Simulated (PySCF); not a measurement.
**MoNBr: relaxation and vibrations of the triplet**

The task is one start of a wider search on MoNBr: the triplet, from a linear start. It is relaxed, tested by its Hessian and followed downhill if it is a saddle.

Program: PySCF 2.14.0. Level of theory: PBE0, basis Mo def2-SVP with ECP28, N def2-SVP, Br def2-SVP, scalar-relativistic core potentials, no spin–orbit coupling, density fitting. These are calculated values, not measurements.

**1. Starting geometry**

3 atoms, charge 0, spin multiplicity 3.

Bond lengths: Mo1–N2 1.810 Å, Mo1–Br3 2.520 Å. Angles: N2–Mo1–Br3 180.0°.

```xyz
3
charge 0 multiplicity 3
Mo    0.0000    0.0000   -0.9094
N     0.0000    0.0000   -2.7194
Br    0.0000    0.0000    1.6106
```

**2. Relaxing the triplet from the linear start**

The steps below are one call of a driver around PySCF. For each, scf.py gives the equivalent set-up of the SCF; relaxations use the driver's own optimiser. Before each start the driver seeks the lowest SCF state from one or more starting densities and follows internal instabilities, so scf.py alone need not reach the same state.

The program finds C∞v symmetry in the start, which this walk keeps. Threshold on the gradient: 0.0003 Eh/bohr, with a further test on the energy change.

The input, scf.py:

```python
from pyscf import gto, scf, dft
mol = gto.M(atom='''
Mo     0.000000    -0.000000    -0.909351
N      0.000000    -0.000000    -2.719351
Br     0.000000     0.000000     1.610649''',
    basis={'Mo': 'def2-SVP', 'N': 'def2-SVP', 'Br': 'def2-SVP'},
    ecp={'Mo': 'def2-SVP'},
    charge=0, spin=2)
mf = dft.UKS(mol, xc='PBE0')
mf.grids.atom_grid = (50, 194)
aux = {'Mo': 'def2-universal-JKFIT', 'N': 'def2-universal-JKFIT', 'Br': 'def2-universal-JKFIT'}
mf = mf.density_fit(auxbasis=aux)
mf.kernel()
```

After this run come: Hessian and properties; Downhill along the imaginary mode; Is it a minimum? Harmonic modes.

Q: Predict the outcome of this session. Wanted: minimum; geometry; wavenumbers; dipole moment; highest occupied, lowest empty level; polar-tensor charge of Mo1; zero-point energy; atomisation energy; ⟨S²⟩.

**Answer**, as computed:

```
                                          quantity                                        value
                                           minimum                                  triplet, Cs
                                          geometry  Mo–Br 2.468 Å, Mo–N 1.610 Å; Br–Mo–N 117.0°
                                wavenumbers (cm⁻¹)                137 (a'), 278 (a'), 1168 (a')
                                     dipole moment                                       4.78 D
highest occupied, lowest empty level (either spin)                              -6.73, -3.46 eV
                        polar-tensor charge of Mo1                                      +1.20 e
                                 zero-point energy                                   9.5 kJ/mol
                               entropy at 298.15 K                              311.6 J/(mol K)
         atomisation energy (no zero-point energy)                                   830 kJ/mol
                                              ⟨S²⟩                                        2.060
```

What this shows: The linear start (C∞v) ends in a minimum of Cs symmetry, after a stop at a second-order saddle point 29.8 kJ/mol higher, from which it was pushed off along an imaginary mode. In the infrared the band at 1168 cm⁻¹ (a', stretch) leads. Most of the spin sits on Mo1 (Mulliken spin 2.37, against 2 for the whole molecule). Only this shape and spin were tried, so other structures or states may lie lower. One determinant may miss the lowest occupation of an open d or f shell.
